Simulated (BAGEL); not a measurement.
**C3H6Al− (SMILES [AlH3-][C]1=CC1): HF/6-31G(d) (density fitting with qzvpp-jkfit, spherical functions)**

Aim: the vertical ionisation energy of C3H6Al− at HF/6-31G* (density fitting with qzvpp-jkfit, spherical functions), from 2 runs. 

Program for the calculation: BAGEL 1.2.2.

1 further run of the same task is left out (it didn't finish).

## 1. The system as given

The species is C3H6Al− (10 atoms), meant as a singlet with charge -1. As SMILES, `[AlH3-][C]1=CC1`. The shape comes from GFN2-xTB, which is rough for such elements, and wasn't checked as a minimum.

Bond lengths: Al1–C2 2.029 Å, C2–C3 1.314 Å, C2–C4 1.549 Å, C3–C4 1.473 Å, Al1–H5 1.618 Å, Al1–H6 1.618 Å, Al1–H7 1.613 Å, C3–H8 1.068 Å, C4–H9 1.091 Å, C4–H10 1.091 Å. Some angles: Al1–C2–C3 155.4°, Al1–C2–C4 143.3°, C3–C2–C4 61.3°, C2–C3–C4 67.2°, C2–C4–C3 51.5°, C2–Al1–H5 108.9°, C2–Al1–H6 108.9°, C2–Al1–H7 109.2°, C2–C3–H8 151.3°, C4–C3–H8 141.5°.

## 2. The energy at HF/6-31G(d) (density fitting with qzvpp-jkfit, spherical functions)

calc.json reads:

```json
{ "bagel": [

{
  "title": "molecule",
  "basis": "6-31gs.json",
  "df_basis": "qzvpp-jkfit",
  "angstrom": true,
  "geometry": [
    { "atom": "Al", "xyz": [   -1.091110,    1.158810,   -0.837160 ] },
    { "atom": "C", "xyz": [   -0.030720,   -0.278840,    0.125260 ] },
    { "atom": "C", "xyz": [    0.148950,   -1.443670,    0.707130 ] },
    { "atom": "C", "xyz": [    1.375260,   -0.628780,    0.672720 ] },
    { "atom": "H", "xyz": [   -1.659470,    0.550000,   -2.223940 ] },
    { "atom": "H", "xyz": [   -2.320090,    1.623360,    0.106490 ] },
    { "atom": "H", "xyz": [   -0.126370,    2.415960,   -1.139820 ] },
    { "atom": "H", "xyz": [   -0.215500,   -2.391790,    1.037480 ] },
    { "atom": "H", "xyz": [    1.739100,   -0.136830,    1.576080 ] },
    { "atom": "H", "xyz": [    2.179960,   -0.868220,   -0.024240 ] }
  ]
},
{
  "title": "hf",
  "charge": -1
},
{
  "title": "print",
  "file": "orbitals.molden",
  "orbitals": true
}

]}
```

The basis set 6-31G* is read from a file made from the Basis Set Exchange's data (not shown).

Command:

```sh
$ BAGEL_NUM_THREADS=1 BAGEL calc.json > calc.out
```

The log of the run:

```text
* using 1 threads per process

  ===============================================================
  ===============================================================

  *** Geometry ***

  { "atom" : "Al", "xyz" : [     -2.061899,      2.189834,     -1.582003 ] },
  { "atom" : "C", "xyz" : [     -0.058052,     -0.526931,      0.236707 ] },
  { "atom" : "C", "xyz" : [      0.281475,     -2.728141,      1.336282 ] },
  { "atom" : "C", "xyz" : [      2.598865,     -1.188222,      1.271257 ] },
  { "atom" : "H", "xyz" : [     -3.135944,      1.039349,     -4.202638 ] },
  { "atom" : "H", "xyz" : [     -4.384335,      3.067706,      0.201237 ] },
  { "atom" : "H", "xyz" : [     -0.238805,      4.565503,     -2.153948 ] },
  { "atom" : "H", "xyz" : [     -0.407236,     -4.519828,      1.960553 ] },
  { "atom" : "H", "xyz" : [      3.286423,     -0.258571,      2.978360 ] },
  { "atom" : "H", "xyz" : [      4.119527,     -1.640698,     -0.045807 ] },

  Number of auxiliary basis functions:      461

  Since a DF basis is specified, we compute 2- and 3-index integrals:
    o Being stored without compression. Storage requirement is 0.019 GB

  Number of basis functions:       72
  Number of electrons      :       37

    * METHOD: MOLECULE                             0.21

  *** RHF ***

  === Nuclear Repulsion ===
   129.9444129463

      * DIIS with orbital gradients will be used.

  === RHF iteration (6-31gs.json) ===
      0       -358.79694282          0.01548223           0.04
      1       -358.89224312          0.00721098           0.04
      2       -358.90943685          0.00174812           0.04
      3       -358.91088499          0.00057243           0.04
      4       -358.91100220          0.00012125           0.04
      5       -358.91101916          0.00005748           0.04
      6       -358.91102345          0.00002076           0.04
      7       -358.91102402          0.00000756           0.04
      8       -358.91102408          0.00000241           0.04
      9       -358.91102408          0.00000069           0.04
     10       -358.91102408          0.00000022           0.04
     11       -358.91102408          0.00000006           0.04
     12       -358.91102408          0.00000002           0.04
     13       -358.91102408          0.00000001           0.04
     14       -358.91102408          0.00000001           0.04
    * SCF iteration converged.

    * Permanent dipole moment:
           (   -1.132213,     1.596698,    -1.047427) a.u.

    * METHOD: HF                                   0.75

    * METHOD: PRINT                                0.01

  ===============================================================
```

Run time: 1.1 s. Hardware: 1 thread of Arm Neoverse V1, shared host; peak memory 0.099 GiB.

## 3. Doublet neutral C3H6Al

input.json reads:

```json
{ "bagel" : [

{
  "title" : "molecule",
  "basis" : "6-31gs.json",
  "df_basis" : "qzvpp-jkfit",
  "angstrom" : true,
  "geometry" : [
    { "atom" : "Al", "xyz" : [   -1.091110,    1.158810,   -0.837160 ] },
    { "atom" : "C", "xyz" : [   -0.030720,   -0.278840,    0.125260 ] },
    { "atom" : "C", "xyz" : [    0.148950,   -1.443670,    0.707130 ] },
    { "atom" : "C", "xyz" : [    1.375260,   -0.628780,    0.672720 ] },
    { "atom" : "H", "xyz" : [   -1.659470,    0.550000,   -2.223940 ] },
    { "atom" : "H", "xyz" : [   -2.320090,    1.623360,    0.106490 ] },
    { "atom" : "H", "xyz" : [   -0.126370,    2.415960,   -1.139820 ] },
    { "atom" : "H", "xyz" : [   -0.215500,   -2.391790,    1.037480 ] },
    { "atom" : "H", "xyz" : [    1.739100,   -0.136830,    1.576080 ] },
    { "atom" : "H", "xyz" : [    2.179960,   -0.868220,   -0.024240 ] }
  ]
},
{
  "title" : "uhf",
  "charge" : 0,
  "nopen" : 1
},
{
  "title" : "print",
  "file" : "orbitals.molden",
  "orbitals" : true
}

]}
```

The basis set 6-31G* is read from a file made from the Basis Set Exchange's data (not shown).

Command:

```sh
$ BAGEL_NUM_THREADS=1 BAGEL input.json > input.out
```

The log of the run:

```text
* using 1 threads per process

  ===============================================================
  ===============================================================

  *** Geometry ***

  { "atom" : "Al", "xyz" : [     -2.061899,      2.189834,     -1.582003 ] },
  { "atom" : "C", "xyz" : [     -0.058052,     -0.526931,      0.236707 ] },
  { "atom" : "C", "xyz" : [      0.281475,     -2.728141,      1.336282 ] },
  { "atom" : "C", "xyz" : [      2.598865,     -1.188222,      1.271257 ] },
  { "atom" : "H", "xyz" : [     -3.135944,      1.039349,     -4.202638 ] },
  { "atom" : "H", "xyz" : [     -4.384335,      3.067706,      0.201237 ] },
  { "atom" : "H", "xyz" : [     -0.238805,      4.565503,     -2.153948 ] },
  { "atom" : "H", "xyz" : [     -0.407236,     -4.519828,      1.960553 ] },
  { "atom" : "H", "xyz" : [      3.286423,     -0.258571,      2.978360 ] },
  { "atom" : "H", "xyz" : [      4.119527,     -1.640698,     -0.045807 ] },

  Number of auxiliary basis functions:      461

  Since a DF basis is specified, we compute 2- and 3-index integrals:
    o Being stored without compression. Storage requirement is 0.019 GB

  Number of basis functions:       72
  Number of electrons      :       37

    * METHOD: MOLECULE                             0.21

  *** Open-shell HF ***

  === Nuclear Repulsion ===
   129.9444129463

      * DIIS with orbital gradients will be used.

  === UHF iteration (6-31gs.json) ===
      0       -358.69131648          0.02405443           0.08
      1       -358.77102407          0.00880456           0.08
      2       -358.78301281          0.00385834           0.08
      3       -358.78632766          0.00203880           0.08
      4       -358.78834506          0.00082567           0.08
      5       -358.78898232          0.00032525           0.08
      6       -358.78907185          0.00014313           0.08
      7       -358.78910675          0.00008951           0.08
      8       -358.78912786          0.00003266           0.08
      9       -358.78912973          0.00000898           0.08
     10       -358.78912986          0.00000401           0.08
     11       -358.78912989          0.00000115           0.08
     12       -358.78912990          0.00000076           0.08
     13       -358.78912990          0.00000053           0.08
     14       -358.78912990          0.00000044           0.08
     15       -358.78912990          0.00000032           0.08
     16       -358.78912990          0.00000026           0.08
     17       -358.78912990          0.00000023           0.08
     18       -358.78912990          0.00000020           0.08
     19       -358.78912990          0.00000014           0.08
     20       -358.78912990          0.00000007           0.08
     21       -358.78912990          0.00000005           0.08
     22       -358.78912990          0.00000004           0.08
     23       -358.78912990          0.00000003           0.08
     24       -358.78912990          0.00000001           0.08
     25       -358.78912990          0.00000001           0.08
    * SCF iteration converged.

    * S^2 (UHF) is 0.7596

    * Permanent dipole moment:
           (   -1.865084,     2.700595,    -1.762068) a.u.

    * METHOD: UHF                                  2.24

    * METHOD: PRINT                                0.01

  ===============================================================
```

It took 2.6 s on 1 thread of Arm Neoverse V1, shared host; peak memory 0.099 GiB.

## 4. What came out

Level: HF/6-31G* (density fitting with qzvpp-jkfit, spherical functions).

| quantity | value |
| --- | --- |
| singlet C3H6Al−: total energy | -358.91102 Eh |
| singlet C3H6Al−: HOMO energy | -4.59 eV |
| singlet C3H6Al−: LUMO energy | 8.47 eV |
| singlet C3H6Al−: HOMO–LUMO gap (to an unbound level, set by the basis) | 13.06 eV |
| doublet neutral C3H6Al: total energy | -358.78913 Eh |
| doublet neutral C3H6Al: dipole moment | 9.47 D |
| doublet neutral C3H6Al: ⟨S²⟩ | 0.760 |
| vertical detachment energy (to the doublet neutral) | 3.317 eV |

In words: Removing an electron at fixed nuclei costs 3.32 eV (76 kcal/mol). −ε(HOMO) before ionisation, 4.59 eV, is 1.28 eV above this ionisation energy.
